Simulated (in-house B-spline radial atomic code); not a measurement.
# Os²⁺: density, ELF and screening along the radius

Aim: the shell structure of Os²⁺ in the radial density, the electron localisation function and the screened nuclear charge, under several settings.

Program: in-house B-spline radial atomic code version 1. Level of theory: several methods, spin-polarised, as named in each step; spherical all-electron atom at the radial basis limit. These are calculated values, not measurements, unless marked.

**1. The system**

- element: osmium (Z = 76)
- charge: +2
- electrons: 74
- configuration: [Xe] 4f14 5d6
- nucleus: point (non-relativistic runs) or finite (X2C runs)

Outer shells as boxes (Hund's rule):

[Xe] 4f14 5d6
```
[Xe] core
4f [↑↓][↑↓][↑↓][↑↓][↑↓][↑↓][↑↓]
5d [↑↓][↑ ][↑ ][↑ ][↑ ]
```

Where spins are not typed, each open shell is filled with up spins first.

**2. M06-L, non-rel.**

Input settings:

```ini
Z = 76
electrons = 74.0
configuration = [Xe] 4f14 5d6
hamiltonian = nr
method = m06l
spin_polarised = True
```

The run is started by

```
$ python run_scf.py task.json out
```

The settings of every run stand in task.json; they run in order.

**3. LDA (VWN5), X2C**

Input settings:

```ini
Z = 76
electrons = 74.0
configuration = [Xe] 4f14 5d6
hamiltonian = x2c
method = lda,vwn
spin_polarised = True
nucleus = fermi
rms_radius = 5.4126
mass_number = 192
atomic_mass = 191.961478765
speed_of_light = 137.035999084
```

**4. PBE, X2C**

The settings differ from step 3 so:

```diff
@@ -4,3 +4,3 @@
 hamiltonian = x2c
-method = lda,vwn
+method = pbe,pbe
 spin_polarised = True
```

**5. Hartree-Fock, X2C**

The settings differ from step 4 so:

```diff
@@ -4,3 +4,3 @@
 hamiltonian = x2c
-method = pbe,pbe
+method = hf
 spin_polarised = True
```

How large is the system in each run, where do the shell borders lie, and what is the highest level?

The runs gave:

| run | total energy (hartree) | highest level (eV) | radius holding 50 / 90 / 99 % (bohr) | radius at n = 0.001 (bohr) | ELF minima on the full grid (bohr) |
| --- | --- | --- | --- | --- | --- |
| M06-L, non-rel. | -16293.8270 | -21.035 | 0.384 / 1.27 / 2.44 | 3.52 | 0.029, 0.10, 0.30, 0.88 |
| LDA (VWN5), X2C | -17243.8285 | -21.728 | 0.378 / 1.25 / 2.52 | 3.65 | 0.023, 0.10, 0.24, 0.71 |
| PBE, X2C | -17254.6866 | -21.192 | 0.378 / 1.25 / 2.52 | 3.65 | 0.023, 0.10, 0.24, 0.71 |
| Hartree-Fock, X2C | -17249.3571 | -25.818 | 0.379 / 1.25 / 2.48 | 3.60 | 0.023, 0.10, 0.24, 0.71 |

What this shows: In the first run ELF has 4 minima on the grid, which mark the borders between shells. On the record's full grid the screened charge (r times the electrostatic potential) falls from 75.9 near the nucleus to 2.00 at 6.0 bohr; far out it tends to the net charge, 2. The radius that holds 99 % of the electrons runs from 2.44 bohr (M06-L, non-rel.) to 2.52 bohr (LDA (VWN5), X2C). The grid is coarse (about 24 % a step), so the places of minima are rough. For X2C runs ELF uses the non-relativistic kinetic energy density, and the fields carry no picture-change correction.
